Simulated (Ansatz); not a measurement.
# CClFI+ (SMILES F[C+](Cl)I): functionals against CCSD(T) at one geometry

The task here is to estimate one member of a computed series from the others.

The runs use Ansatz 0.2.0, Gaussian basis; single points in def2-TZVPP.

Cores are frozen in the correlated methods. Filled d shells of the heavier atoms are correlated. Core potentials replace the inner electrons past krypton, and spin-orbit coupling is left out.

## The system as given

SMILES `F[C+](Cl)I`, 4 atoms, charge 1, spin multiplicity 1.

Atoms are counted from 1 here; the program's logs count them from 0.

Bond lengths: F1–C2 1.190 Å, C2–Cl3 1.658 Å, C2–I4 1.941 Å. Angles: F1–C2–Cl3 107.3°, F1–C2–I4 126.4°, Cl3–C2–I4 126.3°.

Geometry (Å):

```
F     1.1439    0.1472    0.5100
C     0.0762    0.0089    0.0023
Cl   -0.4523   -1.5178    0.3764
I    -0.8438    1.3033   -1.1136
```

Set-up of the first run:

Input file run/in.yaml:

```yaml
crystal:
  periodic: [false, false, false]
  atoms:
    - {symbol: F, position_ang: [1.143900, 0.147200, 0.510000]}
    - {symbol: C, position_ang: [0.076200, 0.008900, 0.002300]}
    - {symbol: Cl, position_ang: [-0.452300, -1.517800, 0.376400]}
    - {symbol: I, position_ang: [-0.843800, 1.303300, -1.113600]}
basis:
  gaussian: {orbitals: def2-TZVPP}
total_charge: 1
correlation: {method: ccsd_t}
output: {forces: true}
```

No record of the launch command was kept for these runs.

Steps of the session up to this table: CCSD(T)/def2-TZVPP; PBE0-D4/def2-TZVPP; wB97M-V/def2-TZVPP; r2SCAN-D4/def2-TZVPP; PBE-D4/def2-TZVPP; BLYP-D4/def2-TZVPP; r2SCANh-D4/def2-TZVPP.

One of the session's tables, all rows but one given; the rest of the session is left out.

| method | RMS force component (eV/Å) | angle to CCSD(T) forces (°) |
| --- | --- | --- |
| CCSD(T) | 2.506 | reference |
| PBE0-D4 | 2.338 | 3.4 |
| wB97M-V | 2.391 | 2.6 |
| r2SCAN-D4 | ? | ? |
| PBE-D4 | 2.694 | 2.8 |
| BLYP-D4 | 2.812 | 5.8 |
| r2SCANh-D4 | 2.373 | 2.6 |

Q: Estimate the row for r2SCAN-D4 from the others.

As computed: RMS force component (eV/Å): 2.480; angle to CCSD(T) forces (°): 0.7. In the column «RMS force component (eV/Å)» it lies between wB97M-V (2.391) and CCSD(T) (2.506).
